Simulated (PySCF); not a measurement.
# BrF (bromine fluoride) at BLYP/cc-pVTZ

Aim: the vertical ionisation energy of BrF (bromine fluoride) at BLYP/cc-pVTZ, from 2 runs. Input form: a Python script.

Program for the calculation: PySCF 2.14.0.

7 further runs of the same task are left out: 7 set aside as unsound or not needed.

### Step 1. The structure to begin with

BrF has 2 atoms, charge 0, and is taken as a singlet. As SMILES, `FBr`. The coordinates come from a GFN2-xTB relaxation.

Bond lengths: F1–Br2 1.800 Å.

### Step 2. A single-point energy at BLYP/cc-pVTZ

Contents of mol.xyz:

```xyz
2
BrF
F      0.000000     0.000000     0.000000
Br     0.000000     0.000000     1.799940
```

Contents of job.py:

```python
from pyscf import gto, dft

mol = gto.M(
    atom='mol.xyz',
    max_memory=1860,
    verbose=4,
    basis='cc-pvtz',
    spin=0,
)

calc0 = dft.RKS(mol, xc='blyp')
calc0.grids.level = 5
calc0.conv_tol = 1e-10
calc0.kernel()
if not calc0.converged:
    calc0 = calc0.newton().run(calc0.mo_coeff, calc0.mo_occ)

energy = calc0.e_tot
print('E(%s) = %.9f' % ('BLYP', energy))
```

Command:

```bash
$ OMP_NUM_THREADS=1 python job.py
```

Standard output:

```text
PySCF version 2.14.0

[INPUT] num. atoms = 2
[INPUT] num. electrons = 44
[INPUT] charge = 0
[INPUT] spin (= nelec alpha-beta = 2S) = 0
[INPUT] symmetry False subgroup None
[INPUT] Mole.unit = angstrom
[INPUT] Symbol           X                Y                Z      unit          X                Y                Z       unit  Magmom
[INPUT]  1 F      0.000000000000   0.000000000000   0.000000000000 AA    0.000000000000   0.000000000000   0.000000000000 Bohr   0.0
[INPUT]  2 Br     0.000000000000   0.000000000000   1.799940000000 AA    0.000000000000   0.000000000000   3.401393640650 Bohr   0.0

nuclear repulsion = 92.6090988809627
number of shells = 19
number of NR pGTOs = 153
number of NR cGTOs = 73
basis = cc-pvtz
ecp = {}

******** <class 'pyscf.dft.rks.RKS'> ********
method = RKS
initial guess = minao
damping factor = 0
level_shift factor = 0
DIIS = <class 'pyscf.scf.diis.CDIIS'>
diis_start_cycle = 1
diis_space = 8
diis_damp = 0
SCF conv_tol = 1e-10
SCF conv_tol_grad = None
SCF max_cycles = 50
direct_scf = True
direct_scf_tol = 1e-13
XC library pyscf.dft.libxc version 7.0.0
    S. Lehtola, C. Steigemann, M. J.T. Oliveira, and M. A.L. Marques.,  SoftwareX 7, 1–5 (2018)
XC functionals = blyp
    A. D. Becke.,  Phys. Rev. A 38, 3098 (1988)
    C. Lee, W. Yang, and R. G. Parr.,  Phys. Rev. B 37, 785 (1988)
    B. Miehlich, A. Savin, H. Stoll, and H. Preuss.,  Chem. Phys. Lett. 157, 200 (1989)
radial grids:
    Treutler-Ahlrichs [JCP 102, 346 (1995); DOI:10.1063/1.469408] (M4) radial grids

becke partition: Becke, JCP 88, 2547 (1988); DOI:10.1063/1.454033
pruning grids: <function nwchem_prune>
grids dens level: 5
symmetrized grids: False
atomic radii adjust function: <function treutler_atomic_radii_adjust>
small_rho_cutoff = 0
Set gradient conv threshold to 1e-05
Initial guess from minao.
tot grids = 88616
init E= -2673.10973346926
  HOMO = -0.270414690027004  LUMO = -0.162715937020717  gap/eV = 2.93063
cycle= 1 E= -2673.9827315493  delta_E= -0.873  |g|= 0.654  |ddm|= 1.34
  HOMO = -0.185288686647741  LUMO = -0.120304095042778  gap/eV = 1.76832
cycle= 2 E= -2673.45526179091  delta_E= 0.527  |g|= 1.78  |ddm|= 1.03
  HOMO = -0.267201742888437  LUMO = -0.176789022455422  gap/eV = 2.46026
cycle= 3 E= -2674.04082391665  delta_E= -0.586  |g|= 0.18  |ddm|= 0.853
  HOMO = -0.263337187488832  LUMO = -0.167071761125934  gap/eV = 2.61952
cycle= 4 E= -2674.04650586959  delta_E= -0.00568  |g|= 0.0532  |ddm|= 0.113
  HOMO = -0.268375571578057  LUMO = -0.172127201261118  gap/eV = 2.61905
cycle= 5 E= -2674.04697067788  delta_E= -0.000465  |g|= 0.0137  |ddm|= 0.0328
  HOMO = -0.26679404572404  LUMO = -0.170858537119512  gap/eV = 2.61054
cycle= 6 E= -2674.04701411773  delta_E= -4.34e-05  |g|= 0.00221  |ddm|= 0.00991
  HOMO = -0.266760636146967  LUMO = -0.170887438992491  gap/eV = 2.60884
cycle= 7 E= -2674.04701530224  delta_E= -1.18e-06  |g|= 0.000348  |ddm|= 0.00141
  HOMO = -0.266818663920728  LUMO = -0.17094385246455  gap/eV = 2.60889
cycle= 8 E= -2674.04701532813  delta_E= -2.59e-08  |g|= 5.91e-05  |ddm|= 0.00032
  HOMO = -0.266812015871158  LUMO = -0.170936416551637  gap/eV = 2.60891
cycle= 9 E= -2674.04701532903  delta_E= -9.04e-10  |g|= 5.2e-06  |ddm|= 4.46e-05
  HOMO = -0.266812004986211  LUMO = -0.170936403565003  gap/eV = 2.60891
cycle= 10 E= -2674.04701532904  delta_E= -5.46e-12  |g|= 5.44e-07  |ddm|= 2.91e-06
  HOMO = -0.266811972732625  LUMO = -0.170936414774227  gap/eV = 2.60891
Extra cycle  E= -2674.04701532904  delta_E= 4.55e-12  |g|= 4.41e-07  |ddm|= 5.8e-07
converged SCF energy = -2674.04701532904
E(BLYP) = -2674.047015329
```

It took 4.8 s on 1 thread of Intel Xeon 6975P-C (Granite Rapids), shared host; peak memory 0.34 GiB.

### Step 3. The doublet cation, same level

Contents of input.py:

```python
from pyscf import gto, dft

mol = gto.M(
    atom='''
F      0.000000     0.000000     0.000000
Br     0.000000     0.000000     3.401394
''',
    verbose=3,
    spin=1,
    max_memory=1860,
    charge=1,
    basis='cc-pvtz',
    unit='bohr',
)

calc0 = dft.UKS(mol, xc='blyp')
calc0.conv_tol = 1e-10
calc0.grids.level = 5
calc0.kernel()
if not calc0.converged:
    calc0 = calc0.newton().run(calc0.mo_coeff, calc0.mo_occ)

etot = calc0.e_tot
print('E(%s) = %.9f' % ('BLYP', etot))
```

Command:

```bash
$ OMP_NUM_THREADS=1 python input.py
```

Standard output:

```text
WARN: HOMO -0.270414697641933 >= LUMO -0.270414697641929

WARN: HOMO -0.584722743415514 >= LUMO -0.584066971280139

WARN: HOMO -0.58369355964109 >= LUMO -0.583360061617119

WARN: HOMO -0.58388103440122 >= LUMO -0.583246225887188

converged SCF energy = -2673.62317560678  <S^2> = 0.75149156  2S+1 = 2.001491
E(BLYP) = -2673.623175607
```

Wall time 8.7 s (1 thread of Intel Xeon 6975P-C (Granite Rapids), shared host); peak memory 0.35 GiB.

### Step 4. Outcome

At BLYP/cc-pVTZ:

| quantity | value |
| --- | --- |
| singlet BrF: total energy | -2674.04702 Eh |
| singlet BrF: dipole moment | 1.40 D |
| singlet BrF: HOMO energy | -7.26 eV |
| singlet BrF: LUMO energy | -4.65 eV |
| singlet BrF: HOMO–LUMO gap | 2.61 eV |
| doublet cation: total energy | -2673.62318 Eh |
| doublet cation: HOMO energy (highest over α and β) | -15.90 eV |
| doublet cation: LUMO energy (lowest over α and β) | -15.86 eV |
| doublet cation: ⟨S²⟩ | 0.751 |
| vertical ionisation energy (to the doublet cation) | 11.533 eV |

In words: Removing an electron at fixed nuclei costs 11.53 eV (1113 kJ/mol). −ε(HOMO) before ionisation, 7.26 eV, is 4.27 eV below this ionisation energy.
